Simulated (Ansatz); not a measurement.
WAu:

```
W Au
1.0
     0.00000    2.90921    2.90921
     2.90921    0.00000    2.90921
     2.90921    2.90921    0.00000
W Au
1 1
Direct
  0.00000 0.00000 0.00000
  0.75000 0.75000 0.75000
```

The cell was built by a generator and needn't be a form met in nature.

```yaml
Program: Ansatz 0.2.0
Task: single point
Functional: PBE
Potentials_or_basis: Ansatz PAW
Cutoff: "420 eV (not typed: the program's choice for these potentials)"
k_mesh: 8 × 8 × 8
Occupations: fermi-dirac, width 0.05 eV
Spin: no spin polarisation
```

On this cell: pressure 0.0 GPa; largest force zero by symmetry; band gap on the k mesh none (metal or under the smearing width).

The same run follows on a disturbed copy (atoms moved at random, drawn with an rms of 0.05 Å):

```
W Au
1.0
     0.00000    2.90921    2.90921
     2.90921    0.00000    2.90921
     2.90921    2.90921    0.00000
W Au
1 1
Cartesian
  -0.0424 -0.0122 -0.0496
  4.3694 4.3490 4.3756
```

Task: What changes?

Result: The energy (extrapolated to zero smearing) moves by +18.4 meV/atom; pressure 0.4 GPa; largest force 0.948 eV/Å; band gap on the k mesh none (metal or under the smearing width).

Forces in eV/Å, atoms in the order of the input:
```
W    0.584  0.054  0.745
Au  -0.584 -0.054 -0.745
```

Stress tensor (GPa, compression positive):
```
0.36 3.02 0.21
3.02 0.48 2.37
0.21 2.37 0.28
```
